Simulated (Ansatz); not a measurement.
A nudged elastic band was laid between two geometries of a periodic cell of 17 atoms, CuSi16 (host Si, host structure diamond, interstitial Cu), cell charge +1.

These are results of Ansatz, DFT PBE, scalar-relativistic, plane waves, PAW, not measurements. Settings: PAW set soft_1, cutoff 420 eV, k mesh 2x2x2, fermi-dirac smearing 0.05 eV, no spin polarisation.

```json
{
 "movable images": "3",
 "climbing image": "yes",
 "spring": "5.0 eV/Å²",
 "optimiser": "fire",
 "start path": "default",
 "force threshold": "0.05 eV/Å",
 "iteration limit": "50",
 "end points": "relaxed",
 "largest step": "1.0 Å"
}
```

Initial state:

```xyz
17
Lattice="0.0000 5.4300 5.4300 5.4300 0.0000 5.4300 5.4300 5.4300 0.0000" Properties=species:S:1:pos:R:3
Si -0.057 0.031 0.054
Si 1.400 1.317 1.356
Si 2.685 2.775 0.056
Si 4.023 4.126 1.407
Si 2.853 -0.138 2.575
Si 4.070 1.316 4.028
Si 5.373 2.774 2.745
Si 6.830 4.076 4.029
Si -0.001 2.719 2.765
Si 1.314 4.139 4.112
Si 2.671 5.479 2.758
Si 4.010 6.835 4.114
Si 2.658 2.716 5.427
Si 4.195 3.949 6.658
Si 5.429 5.488 5.430
Si 6.743 6.833 6.850
Cu 6.936 6.636 3.914
```

Final state:

```xyz
17
Lattice="0.0000 5.4300 5.4300 5.4300 0.0000 5.4300 5.4300 5.4300 0.0000" Properties=species:S:1:pos:R:3
Si -0.123 0.123 0.123
Si 1.415 1.353 1.354
Si 2.760 2.670 -0.066
Si 4.074 4.017 1.353
Si 2.761 -0.067 2.670
Si 4.073 1.353 4.017
Si 5.492 2.669 2.669
Si 6.832 4.024 4.024
Si 0.003 2.754 2.754
Si 1.219 4.208 4.208
Si 2.674 5.427 2.754
Si 4.130 6.728 4.040
Si 2.674 2.754 5.426
Si 4.130 4.039 6.728
Si 5.481 5.376 5.376
Si 6.817 6.728 6.728
Cu 7.998 8.295 2.865
```

Task: Which bonds break or form, and what moves?

Result: Contacts lost: Si5–Cu17, Si8–Cu17, Si15–Cu17. Contacts made: Si4–Cu17, Si10–Cu17, Si11–Cu17. The atom that moves furthest is Cu17, by 2.23 Å; four of its nearest neighbours are Si5 2.33, Si9 2.42, Si15 2.43, Si13 2.43 Å at the first end and Si10 2.33, Si4 2.42, Si6 2.42, Si2 2.43 Å at the last.

Task: What energy profile does the band end with?

Result: The run converged. The highest image is number 2 of 0 to 4, 0.035 eV above the ends, which have the same energy within 2 meV. A structure lower than the first end lies on the path between it and the top, so the climb from that side starts below the end, which may itself be a saddle point or a shallow side well. A structure lower than the last end lies on the path between it and the top, so the climb from that side starts below the end, which may itself be a saddle point or a shallow side well. The order of the stationary point at the top wasn't checked. Limits of this set-up: coarse k mesh, a small cell, in which the defect meets its images, charged cell in a uniform background, uncorrected.

```csv
image,path coordinate (Å),energy (eV),Si5–Cu17 (Å),Si8–Cu17 (Å),Si15–Cu17 (Å)
0,0.00,0.000,2.33,2.56,2.43
1,0.65,-0.007,2.35,3.04,2.68
2,1.30,0.035,2.36,3.52,3.30
3,1.95,-0.007,2.52,4.02,4.02
4,2.61,0.000,2.95,4.57,4.59
```

Task: What is the geometry of the highest image?

Result: 
```xyz
17
Lattice="0.0000 5.4300 5.4300 5.4300 0.0000 5.4300 5.4300 5.4300 0.0000" Properties=species:S:1:pos:R:3:forces:R:3
Si -0.141 -0.141 0.139 0.01 0.00 -0.01
Si 1.298 1.297 1.279 0.00 0.00 0.00
Si 2.668 2.667 -0.015 0.00 0.00 0.00
Si 3.942 3.942 1.485 0.00 0.00 0.00
Si 2.775 -0.078 2.653 0.00 0.00 0.00
Si 4.149 1.297 4.130 0.00 0.00 0.00
Si 5.443 2.667 2.760 0.00 0.00 0.00
Si 6.834 4.058 4.023 0.01 0.01 -0.01
Si -0.076 2.775 2.653 0.00 0.00 0.00
Si 1.298 4.150 4.129 0.00 0.00 0.00
Si 2.669 5.444 2.759 -0.01 -0.01 0.01
Si 4.060 6.835 4.022 0.00 0.00 0.00
Si 2.775 2.775 5.504 0.00 0.00 0.00
Si 4.214 4.213 6.643 -0.01 0.00 0.01
Si 5.561 5.560 5.297 0.00 0.00 0.00
Si 6.835 6.835 6.798 0.00 0.00 0.00
Cu 7.467 7.466 3.391 0.00 0.00 0.00
```

Run time: 8.8 min on 1 thread of Arm Neoverse V1, with other jobs on the host, peak memory 0.77 GiB.
